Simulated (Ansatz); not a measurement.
# C2H7AsS: the cost of one run

Program: Ansatz 0.2.0. Level of theory: RKS PBE-D4/def2-SVP. These are calculated values, not measurements.

### Step 1. The starting structure

Bond lengths: C1–S2 1.768 Å, S2–C3 1.825 Å, C3–As4 1.989 Å, C1–H5 1.151 Å, C1–H6 1.085 Å, C1–H7 1.114 Å, C3–H8 1.152 Å, C3–H9 1.052 Å, As4–H10 1.577 Å, As4–H11 1.649 Å. Angles (14 of 16 angles, heavy atoms first): C1–S2–C3 94.3°, S2–C3–As4 108.8°, S2–C1–H5 109.4°, S2–C1–H6 115.2°, S2–C1–H7 111.4°, S2–C3–H8 105.7°, S2–C3–H9 112.3°, As4–C3–H8 104.9°, As4–C3–H9 111.7°, C3–As4–H10 91.9°, C3–As4–H11 90.6°, H5–C1–H6 106.4°, H5–C1–H7 103.4°, H6–C1–H7 110.2°.

Structure file:

```xyz
11

C    -0.6705    1.5558   -0.0230
S     0.9713    1.1881   -0.5670
C     0.6901   -0.6135   -0.6428
As    0.9586   -1.3808    1.1730
H    -0.8184    2.6966    0.0043
H    -0.9217    1.1908    0.9672
H    -1.4307    1.2153   -0.7630
H     1.5553   -1.0377   -1.2735
H    -0.2579   -0.8543   -1.0303
H     0.6317   -2.8368    0.6638
H    -0.6425   -1.1805    1.5120
```

### Step 2. End point A

File input.yaml:

```yaml
crystal:
  periodic: [false, false, false]
  atoms:
    - { symbol: C, position_ang: [-0.6705, 1.5558, -0.023] }
    - { symbol: S, position_ang: [0.9713, 1.1881, -0.567] }
    - { symbol: C, position_ang: [0.6901, -0.6135, -0.6428] }
    - { symbol: As, position_ang: [0.9586, -1.3808, 1.173] }
    - { symbol: H, position_ang: [-0.8184, 2.6966, 0.0043] }
    - { symbol: H, position_ang: [-0.9217, 1.1908, 0.9672] }
    - { symbol: H, position_ang: [-1.4307, 1.2153, -0.763] }
    - { symbol: H, position_ang: [1.5553, -1.0377, -1.2735] }
    - { symbol: H, position_ang: [-0.2579, -0.8543, -1.0303] }
    - { symbol: H, position_ang: [0.6317, -2.8368, 0.6638] }
    - { symbol: H, position_ang: [-0.6425, -1.1805, 1.512] }
basis:
  gaussian: { orbitals: def2-SVP }
hamiltonian:
  xc: pbe
  dispersion: d4
relax:
  f_tol: 0.015
  max_steps: 40
```

Started as:

```console
$ ansatz run input.yaml --threads 2 --pin off --max-ram 3072MiB --backend cpu --events-out ev --progress --plain --runs-dir out
```

**Question.** How long does this run take on 2 threads of Arm Neoverse V2, shared host, and how much memory does it need?

About 25 s, with a peak of 0.16 GiB.
